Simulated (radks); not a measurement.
# Ho⁺ in [Kr] 4d10 4f11 5p6 6s1 6p2: an all-electron calculation

One table from this session's results is given with a row withheld; the runs are named, their logs left out.

Program: radks (a radial shooting solver on a logarithmic mesh, Libxc functionals) version 1. Level of theory: scalar-relativistic Kohn-Sham, SCAN, spin-unpolarised, spherical densities, finite nucleus. These are calculated values, not measurements, unless marked.

**The system**

```
element            : holmium (Z = 67)
charge             : +1
electrons          : 66
configuration      : [Kr] 4d10 4f11 5p6 6s1 6p2
nuclear rms radius : 5.2022 fm
```

The outer shells:

Ho⁺
```
[Kr] core
4d [↑↓][↑↓][↑↓][↑↓][↑↓]
4f [↑↓][↑↓][↑↓][↑↓][↑ ][↑ ][↑ ]
5p [↑↓][↑↓][↑↓]
6s [↑ ]
6p [↑ ][↑ ][  ]
```

The first run:

Input:

```text
Z 67
configuration [Kr] 4d10 4f11 5p6 6s1 6p2 5s0 5d0 5f0 7p0
relativity scalar-relativistic
functional scan,scan
spin unpolarised
nucleus finite rms 5.2022 fm
c 137.035999084
```

Run with:

```
$ python run_ks.py task.json out
```

The same process makes all the runs of this session.

One table of the session follows, with a row left open; its other results are not shown here.

It belongs to the step «Orbitals and density». Radial moments (bohr):

```
level      <r>  outermost maximum (interpolated)  90 % within  nodes
   1s  0.02074                            0.0131       0.0376      0
   2s  0.08804                            0.0745        0.136      1
   2p  0.07806                            0.0606        0.127      0
   3s   0.2295                             0.211        0.336      2
   3p   0.2287                             0.207        0.342      1
   3d   0.2079                             0.170        0.323      0
   4s   0.5192                             0.484        0.745      3
   4p   0.5504                             0.506        0.800      2
   4d   0.5974                             0.524        0.898      1
   5s    1.244                              1.12         1.78      4
   5p    1.436                              1.26         2.09      3
   4f   0.7970                             0.524         1.36      0
   5d    2.115                              1.68         3.26      2
   6s        ?                                 ?            ?      ?
   6p    3.918                              3.52         5.63      4
```

**Question.** Estimate the row for 6s.

The run gave: <r>: 3.203; outermost maximum (interpolated): 2.87; 90 % within: 4.60; nodes: 5. In the column «<r>» it lies between 5d (2.115) and 6p (3.918).
